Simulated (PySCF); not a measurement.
# C3H5BrOSi: the cost of one run

Programs: PySCF 2.14.0, with density-fitted response routines of our own. Each step states its level of theory. These are calculated values for one molecule in the gas phase, unless marked as measured. Atoms count from 0, in the outputs and in this text.

## 1. The molecule as given

11 atoms, charge 0, multiplicity 1; geometry from: GFN2-xTB. The atoms were then displaced at random by about 0.01 Å, so the start is not that level's minimum.

Bonds of the start (Å): Br0–C1 1.93, C1–C2 1.47, C2–C3 1.37, C3–Si4 1.86, Si4–O5 1.71, O5–C2 1.39, C1–H6 1.09, C1–H7 1.09, C3–H8 1.10, Si4–H9 1.46, Si4–H10 1.44.

## 2. Geometry optimisation at PBE0-D3(BJ)/def2-SVP

The job: settings as JSON, then the geometry in Å.

```
{"job": {"xc": "PBE0", "basis": "def2-SVP", "d3": "d3bj", "grid": 1, "shake": 0.01, "kind": "geom"}, "charge": 0, "multiplicity": 1}
Br    -2.689020    -0.890550     1.031590
C     -1.685010    -0.149350    -0.445090
C     -0.266770    -0.022230    -0.098900
C      0.538650    -0.282350     0.977880
Si     1.944240     0.365190    -0.045950
O      0.582510     0.504570    -1.069670
H     -1.802450    -0.816890    -1.294740
H     -2.085730     0.836920    -0.696190
H      0.214730    -0.686590     1.948100
H      2.421950     1.706260     0.271680
H      2.865020    -0.590830    -0.594370
```

Command:

```console
> OMP_NUM_THREADS=1 python probes_run.py task.json out
```

One launch serves the whole session: the jobs run in the order shown.

**Question.** How long does this first job take on 1 thread of Arm Neoverse V2, shared host, and how much memory does it need?

About 68 s, with a peak of 0.51 GiB.
